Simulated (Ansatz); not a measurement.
This script drives Ansatz 0.2.0 through its Python package.

Contents of `c2h4bn.xyz`:
```text
8

C    -0.29630    1.83730   -0.93150
C    -0.05500    0.96620   -0.21430
B     0.28980   -0.19430    0.70290
N    -0.14820   -1.58660    0.46750
H    -0.60040    2.67680   -1.60180
H     1.02810    0.01980    1.64140
H     0.62700   -2.21230    0.29180
H    -0.75290   -1.56390   -0.41180
```

`spin_c2h4bn.py`:
```python
"""Vertical spin-state energies of C2H4BN."""

import ansatz as az

mol = az.Crystal.molecule_from_extxyz("c2h4bn.xyz")

setup = (
    mol.calculation()
    .basis(gaussian="aug-cc-pVDZ")  # the orbital basis, by name
    .functional("r2scan0")
)
found = {}
for unpaired in [0, 2, 4]:
    r = setup.spin("collinear", total=unpaired).run(threads=1, pin="off").report
    s = unpaired / 2
    found[unpaired] = r["free_energy_ev"]
    print(f"2S+1 = {unpaired + 1}: E = {found[unpaired]:.5f} eV, <S^2> = {abs(r['mean_field']['state']['spin_squared']):.3f} (pure state {s * (s + 1):.2f})")
lowest = min(found, key=found.get)
for unpaired, e in found.items():
    print(f"multiplicity {unpaired + 1}: {23.060548 * (e - found[lowest]):.1f} kcal/mol above the lowest")
```

It is started by `python spin_c2h4bn.py`. How long does it take on 1 thread of Arm Neoverse V2, on a shared host, and how much memory does it need?

It took about 82 s, with a peak of 0.49 GiB, for 3 runs of the engine.

```console
$ python spin_c2h4bn.py
2S+1 = 1: E = -4301.30265 eV, <S^2> = 0.000 (pure state 0.00)
2S+1 = 3: E = -4296.77784 eV, <S^2> = 2.017 (pure state 2.00)
2S+1 = 5: E = -4291.13198 eV, <S^2> = 6.025 (pure state 6.00)
multiplicity 1: 0.0 kcal/mol above the lowest
multiplicity 3: 104.3 kcal/mol above the lowest
multiplicity 5: 234.5 kcal/mol above the lowest
```

In order: multiplicity 1 (+0.00 eV), multiplicity 3 (+4.52 eV) and multiplicity 5 (+10.17 eV), all at the one geometry.

Total energies depend on the basis set; only differences at equal settings carry meaning. The geometry is a force-field or estimated start, not a minimum of this method, and the basis set is short of its limit. All parts are taken at fixed geometry, without zero-point energy.
